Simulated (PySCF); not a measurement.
# 2-penten-4-olide: geometry, NMR shifts, spin-spin couplings, electronic excitations and core binding energies

What NMR shifts, spin-spin couplings, electronic excitations and core binding energies should 2-penten-4-olide (`C[C@H]1C=CC(=O)O1`) show?

The runs use PySCF 2.14.0, with density-fitted response routines of our own; the level of theory stands in each step. All values are computed, except where a source is named. Atoms count from 0, in the outputs and in this text.

## Step 1: The starting structure

13 atoms, charge 0, multiplicity 1; geometry from: GFN2-xTB.

Bonds of the start (Å): C0–C1 1.53, C1–C2 1.50, C2–C3 1.33, C3–C4 1.48, C4–O5 1.20, C4–O6 1.35, O6–C1 1.42, C0–H7 1.09, C0–H8 1.09, C0–H9 1.09, C1–H10 1.10, C2–H11 1.07, C3–H12 1.07.

## Step 2: Geometry optimisation at PBE0-D3(BJ)/def2-SVP

What the job is given:

```
{"job": {"xc": "PBE0", "basis": "def2-SVP", "d3": "d3bj", "grid": 1, "kind": "geom"}, "charge": 0, "multiplicity": 1}
C      1.751988    -0.000590    -0.006596
C      0.360975     0.387509    -0.508572
C     -0.566765    -0.784243    -0.620948
C     -1.602642    -0.601957     0.188685
C     -1.433992     0.708759     0.862555
O     -2.150113     1.244998     1.658358
O     -0.279281     1.254494     0.414718
H      2.241777    -0.639305    -0.736056
H      2.347310     0.894800     0.146334
H      1.668971    -0.531160     0.938815
H      0.452402     0.921762    -1.464411
H     -0.349872    -1.615923    -1.264547
H     -2.445145    -1.238656     0.373938
```

**Question.** This job is followed by: GIAO PBE0/pcSseg-1 NMR shielding, non-relativistic, gas phase; B3LYP/pcJ-1 indirect spin-spin coupling, non-relativistic, gas phase; TDDFT PBE0/def2-SVPD, vertical, gas phase, core orbitals frozen in the response; GIAO wB97X-D/pcSseg-2 NMR shielding, non-relativistic, gas phase; delta-SCF UKS SCAN, pcX-2 on the ionised atom, pcseg-1 elsewhere, spin-free X2C. What will the session give for the following? point group; rotational constants (main isotopes); 13C shifts against TMS (PBE0/pcSseg-1); 1H shifts against TMS (PBE0/pcSseg-1, means over atoms taken as alike); 17O shifts against H2O (PBE0/pcSseg-1); largest coupling of the table (B3LYP/pcJ-1); lowest singlet (PBE0/def2-SVPD); brightest single state of those computed; lowest triplet; vertical ionisation energy (ΔSCF); vertical electron affinity (ΔSCF); C1s binding energies, SCAN/pcX-2; O1s binding energies, SCAN/pcX-2; range of the shift of O5.

As calculated:

| quantity | value |
| --- | --- |
| point group | C1 |
| rotational constants (main isotopes) | 5.78, 2.35, 1.82 GHz |
| 13C shifts against TMS (PBE0/pcSseg-1) | 172.5, 164.8, 130.6, 78.6, 21.0 ppm |
| 1H shifts against TMS (PBE0/pcSseg-1, means over atoms taken as alike) | 7.40, 6.08, 4.80, 1.34 ppm |
| 17O shifts against H2O (PBE0/pcSseg-1) | 421.5, 241.7 ppm |
| largest coupling of the table (B3LYP/pcJ-1) | 1J(C,H) C3–H12, 189.8 Hz |
| lowest singlet (PBE0/def2-SVPD) | 4.86 eV (255 nm), f = 0.000 |
| brightest single state of those computed | state 2, 6.19 eV, f = 0.199 |
| lowest triplet | 4.06 eV |
| vertical ionisation energy (ΔSCF) | 10.33 eV |
| vertical electron affinity (ΔSCF) | -0.44 eV (unbound: the value hangs on the basis) |
| C1s binding energies, SCAN/pcX-2 | C4 294.40, C1 293.03, C2 291.43, C0 291.30, C3 291.20 eV |
| O1s binding energies, SCAN/pcX-2 | O6 539.23, O5 537.33 eV |
| range of the shift of O5 | 404.7 to 421.5 ppm |

In words: Over 4 steps the energy fell by 0.031 eV; of the close pairs, C2–H11 changed most, 1.074 to 1.091 Å. No frequency check was run at this level, so the end point may be a saddle. The most deshielded carbon is C4 (ester carbonyl carbon), at 172.5 ppm: it is a carbonyl in resonance with an O or N lone pair, the region of acids, esters and amides. H11 (hydrogen on a β carbon of a C=C–C=O unit) lies farthest downfield among hydrogen, at 7.40 ppm; attached to an sp2 carbon and in the plane of the double bond. At PBE0/pcSseg-1: The largest span, 638 ppm, is at O5, where the paramagnetic term is -485 ppm. In the run at B3LYP/pcJ-1, the largest coupling of the table is C3–H12, 189.8 Hz, of which the Fermi-contact term gives 189.1 Hz. Couplings across rotatable bonds belong to this one conformer; where others are populated, the observed values are averages. The first singlet state (HOMO→LUMO 0.97) lies at 4.86 eV and is dark; of the 10 states computed, the strongest absorption comes from state 2 at 6.19 eV. The lowest triplet lies 0.81 eV below the lowest singlet (triplets in Tamm-Dancoff, singlets in full TDDFT). ΔSCF puts the ionisation energy at 10.33 eV, 2.25 eV above −ε(HOMO). In this run the hole sits in HOMO−1, not in the HOMO; unless the two are degenerate, this need not be the first ionisation. C4 (ester carbonyl carbon) binds its C1s electron 3.20 eV more tightly than C3 (α carbon of a C=C–C=O unit).
